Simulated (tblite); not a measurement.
**GFN1-xTB run of C2H7Sn (SMILES C[CH2][SnH2])**

What is the electronic atomisation energy of C2H7Sn at GFN1-xTB? 

The results are computed with tblite 0.8.0.

11 further runs of the same task are left out: 11 set aside as unsound or not needed.

### 1 Starting point

The species is C2H7Sn (10 atoms), meant as a doublet with charge 0. SMILES: `C[CH2][SnH2]`. The shape was relaxed beforehand at GFN1-xTB. This is one conformer, not always the lowest.

Bond lengths: C1–C2 1.505 Å, C2–Sn3 2.281 Å, C1–H4 1.096 Å, C1–H5 1.090 Å, C1–H6 1.090 Å, C2–H7 1.085 Å, C2–H8 1.085 Å, Sn3–H9 1.765 Å, Sn3–H10 1.765 Å. Some angles: C1–C2–Sn3 103.5°, C1–C2–H7 112.8°, C1–C2–H8 112.8°, Sn3–C2–H7 108.6°, Sn3–C2–H8 108.6°, C2–C1–H4 109.7°, C2–C1–H5 111.3°, C2–C1–H6 111.3°, C2–Sn3–H9 100.5°, C2–Sn3–H10 100.5°.

### 2 Vibrational wavenumbers at GFN1-xTB

File geom.xyz:

```xyz
10

C     -0.811866     0.449271    -0.531103
C     -0.209574    -0.905970    -0.276755
Sn     1.567239    -0.452527     1.079291
H     -1.687523     0.348567    -1.181904
H     -0.101680     1.110977    -1.026899
H     -1.138065     0.917735     0.397436
H      0.157591    -1.379434    -1.180965
H     -0.883531    -1.573762     0.249006
H      0.799881     0.598208     2.272016
H      2.307538     0.886935     0.199868
```

File calc.py:

```python
"""GFN1-xTB harmonic vibrations"""
import json
import numpy as np
from tblite.interface import Calculator
from tblite.interface import symbols_to_numbers
from ase.data import atomic_masses

symbols = list(map(str, np.loadtxt("geom.xyz", skiprows=2, usecols=0, dtype=str, ndmin=1)))
numbers = np.array(symbols_to_numbers(symbols))
positions = np.loadtxt("geom.xyz", skiprows=2, usecols=(1, 2, 3), ndmin=2) / 0.5291772

calculator = Calculator("GFN1-xTB", numbers, positions, charge=0, uhf=1)
calculator.set("verbosity", 0)
calculator.set("accuracy", 0.01)
calculator.add("spin-polarization", 1.0)
result = calculator.singlepoint()
h = 0.005  # bohr
n = positions.size
H, D = np.zeros((n, n)), np.zeros((n, 3))
for a in range(n):
    g, d = [], []
    for sign in (1, -1):
        x = positions.ravel().copy()
        x[a] += sign * h
        calculator.update(x.reshape(-1, 3))
        y = calculator.singlepoint()
        g.append(y.get('gradient').ravel())
        d.append(y.get('dipole'))
    H[a], D[a] = (g[0] - g[1]) / (2 * h), (d[0] - d[1]) / (2 * h)
mass = np.repeat(atomic_masses[numbers], 3)
H = (H + H.T) / 2 / np.sqrt(np.outer(mass, mass))
# project out translations and rotations
com = positions - atomic_masses[numbers] @ positions / atomic_masses[numbers].sum()
T = [np.tile(v, len(numbers)) for v in np.eye(3)] + [np.cross(com, v).ravel() for v in np.eye(3)]
U, sv, _ = np.linalg.svd((np.array(T) * np.sqrt(mass)).T)
Q = U[:, (sv > 1e-3 * sv.max()).sum():]
w, V = np.linalg.eigh(Q.T @ H @ Q)
freq = np.sign(w) * np.sqrt(np.abs(w)) * 5140.487
inten = (((Q @ V).T / np.sqrt(mass)) @ D) ** 2
inten = inten.sum(axis=1) * 974.88
print(f"E = {result.get('energy'):.8f} Eh, max gradient {np.abs(result.get('gradient')).max():.2e} Eh/bohr")
print("mode   frequency/cm^-1   IR/(km/mol)")
for i, (v, s) in enumerate(zip(freq, inten), 1):
    print(f"{i:4d} {v:14.2f} {s:14.3f}")
zpe = freq[freq > 0].sum() / 2 / 219474.63
print(f"imaginary modes: {(freq < -10).sum()}, zero-point energy {zpe:.6f} Eh = {zpe * 27.211386:.4f} eV")
out = {k: np.asarray(result.get(k)).tolist() for k in ("energy", "gradient", "charges", "dipole", "orbital-energies", "orbital-occupations")}
out.update(symbols=symbols, positions=(positions * 0.529177210903).tolist(), frequencies=freq.tolist(), intensities=inten.tolist(), zpe=zpe)
json.dump(out, open("results.json", "w"))
```

On the command line:

```bash
$ python calc.py
```

Standard output:

```text
E = -10.43753533 Eh, max gradient 2.10e-05 Eh/bohr
mode   frequency/cm^-1   IR/(km/mol)
   1          69.49         12.283
   2         166.63          7.879
   3         178.95          1.182
   4         407.13         11.329
   5         423.60         22.571
   6         501.73         62.887
   7         626.71         88.625
   8         757.05        392.037
   9         882.01          0.376
  10         921.26         11.260
  11        1066.51         34.430
  12        1101.53        119.070
  13        1202.55          4.353
  14        1381.92         19.214
  15        1427.23          0.582
  16        1460.41         12.073
  17        1466.15          9.439
  18        1644.99        692.001
  19        1757.25        795.004
  20        2984.93         11.705
  21        3049.00          4.862
  22        3075.14         29.953
  23        3076.78          8.042
  24        3110.84         19.057
imaginary modes: 0, zero-point energy 0.074587 Eh = 2.0296 eV
```

Wall time 1.4 s (1 thread of Intel Xeon at 2.50GHz (Skylake/Cascade Lake), shared host).

### 3 The C atom: a single-point energy at GFN1-xTB

File script.py:

```python
import json
import numpy as np
from ase import Atom, Atoms
from tblite.ase import TBLite
from ase.units import Hartree
from ase.units import Debye

molecule = Atoms([
    Atom("C", (0.000000, 0.000000, 0.000000)),
])
start = molecule.get_positions()

molecule.calc = TBLite(
    method="GFN1-xTB",
    multiplicity=3,
    accuracy=0.1,
    spin_polarization=1.0,
)
print(f"Potential energy: {molecule.get_potential_energy() / Hartree:.6f} Eh")
print(f"Dipole: {np.linalg.norm(molecule.get_dipole_moment()) / Debye:.4f} D")
print("Charges:", np.round(molecule.get_charges(), 4))
json.dump(dict(energy=molecule.get_potential_energy(), forces=molecule.get_forces().tolist(), dipole=molecule.get_dipole_moment().tolist(), charges=molecule.get_charges().tolist(),
               symbols=molecule.get_chemical_symbols(), start=start.tolist(), final=molecule.positions.tolist()), open("results.json", "w"))
```

Run the same way, it converges to -1.78467 Eh (log not shown).

### 4 The H atom: the energy at GFN1-xTB

File xtb_job.py:

```python
import json
import numpy as np
from tblite.interface import Calculator

symbols = ["H"]
numbers = np.array([1])
positions = np.array([
    [0.000000, 0.000000, 0.000000],
]) / 0.52917721  # angstrom to bohr

tb = Calculator("GFN1-xTB", numbers, positions, charge=0, uhf=1)
tb.set("verbosity", 0)
tb.set("accuracy", 0.1)
tb.add("spin-polarization", 1.0)
result = tb.singlepoint()

print(f"Total energy: {result.get('energy') * 27.211386:.8f} eV")
eps = np.atleast_2d(result.get("orbital-energies")) * 27.211386
occ = np.atleast_2d(result.get("orbital-occupations"))
filled = occ.sum(axis=0) if eps.shape[0] == 1 else occ[0]
homo = np.nonzero(filled > 0.5)[0].max()
print(f"HOMO {eps[0, homo]:.4f} eV")
if homo + 1 < eps.shape[1]:
    print(f"LUMO {eps[0, homo + 1]:.4f} eV, gap {eps[0, homo + 1] - eps[0, homo]:.4f} eV")
mu = result.get("dipole") * 2.541746
print(f"dipole: {np.linalg.norm(mu):.4f} D, components " + " ".join(f"{c:.4f}" for c in mu))
q = result.get("charges")
print("Charges:", " ".join(f"{s}{i + 1}={c:+.4f}" for i, (s, c) in enumerate(zip(symbols, q))))
out = {k: np.asarray(result.get(k)).tolist() for k in ("energy", "gradient", "charges", "dipole", "orbital-energies", "orbital-occupations")}
out.update(symbols=symbols, positions=(positions * 0.529177210903).tolist())
json.dump(out, open("results.json", "w"))
```

On the command line:

```bash
$ python xtb_job.py
```

Standard output:

```text
Total energy: -11.89796014 eV
HOMO -12.8725 eV
LUMO -4.1209 eV, gap 8.7516 eV
dipole: 0.0000 D, components 0.0000 0.0000 0.0000
Charges: H1=+0.0000
```

It took 0.43 s on 1 thread of Intel Xeon at 2.50GHz (Skylake/Cascade Lake), shared host.

### 5 The Sn atom: a single-point energy at GFN1-xTB

File script.py:

```python
import json
import numpy as np
from tblite.interface import Calculator

symbols = ["Sn"]
numbers = np.array([50])
positions = np.array([  # bohr
    [0.000000, 0.000000, 0.000000],
])

calc = Calculator("GFN1-xTB", numbers, positions, charge=0, uhf=2)
calc.set("verbosity", 0)
calc.set("accuracy", 0.1)
calc.add("spin-polarization", 1.0)
wfn = calc.singlepoint()

print(f"total energy: {wfn.get('energy') * 627.5095:.8f} kcal/mol")
eps = np.atleast_2d(wfn.get("orbital-energies")) * 27.211386
occ = np.atleast_2d(wfn.get("orbital-occupations"))
filled = occ.sum(axis=0) if eps.shape[0] == 1 else occ[0]
homo = np.nonzero(filled > 0.5)[0].max()
print(f"HOMO {eps[0, homo]:.4f} eV")
if homo + 1 < eps.shape[1]:
    print(f"LUMO {eps[0, homo + 1]:.4f} eV, gap {eps[0, homo + 1] - eps[0, homo]:.4f} eV")
mu = wfn.get("dipole") * 2.541746
print(f"dipole: {np.linalg.norm(mu):.4f} D, components " + " ".join(f"{c:.4f}" for c in mu))
q = wfn.get("charges")
print("Charges:", " ".join(f"{s}{i + 1}={c:+.4f}" for i, (s, c) in enumerate(zip(symbols, q))))
out = {k: np.asarray(wfn.get(k)).tolist() for k in ("energy", "gradient", "charges", "dipole", "orbital-energies", "orbital-occupations")}
out.update(symbols=symbols, positions=(positions * 0.529177210903).tolist())
json.dump(out, open("results.json", "w"))
```

On the command line:

```bash
$ python script.py
```

Standard output:

```text
total energy: -1482.66834729 kcal/mol
HOMO -8.2755 eV
LUMO -2.4024 eV, gap 5.8731 eV
dipole: 0.0000 D, components 0.0000 0.0000 0.0000
Charges: Sn1=+0.0000
```

Run time: 0.29 s. Hardware: 1 thread of Intel Xeon at 2.50GHz (Skylake/Cascade Lake), shared host.

### 6 What came out

Level: GFN1-xTB.

| quantity | value |
| --- | --- |
| molecule: total energy | -10.43754 Eh |
| molecule: dipole moment | 1.97 D |
| molecule: HOMO energy (as the program lists it) | -10.29 eV |
| molecule: LUMO energy (as the program lists it) | -5.32 eV |
| molecule: largest force on an atom | 0.001 eV/Å |
| molecule: lowest harmonic wavenumber | 69 cm⁻¹ |
| molecule: highest harmonic wavenumber | 3111 cm⁻¹ |
| molecule: zero-point energy | 195.8 kJ/mol |
| C atom: total energy | -1.78467 Eh |
| C atom: dipole moment | 0.00 D |
| C atom: largest force on an atom | 0.000 eV/Å |
| H atom: total energy | -0.43724 Eh |
| H atom: dipole moment | 0.00 D |
| H atom: HOMO energy (as the program lists it) | -12.87 eV |
| H atom: largest force on an atom | 0.000 eV/Å |
| Sn atom: total energy | -2.36278 Eh |
| Sn atom: dipole moment | 0.00 D |
| Sn atom: HOMO energy (as the program lists it) | -8.28 eV |
| Sn atom: LUMO energy (as the program lists it) | -2.40 eV |
| Sn atom: largest force on an atom | 0.000 eV/Å |
| electronic atomisation energy | 39.313 eV |

**Reading.** Taking the molecule apart into free atoms costs 39.31 eV (907 kcal/mol), before zero-point energy and without spin-orbit coupling. Tight-binding and semi-empirical models aren't fitted to free atoms, so this value can be far from the true one. All 24 modes (molecule) are real, so the shape is a minimum at this level.
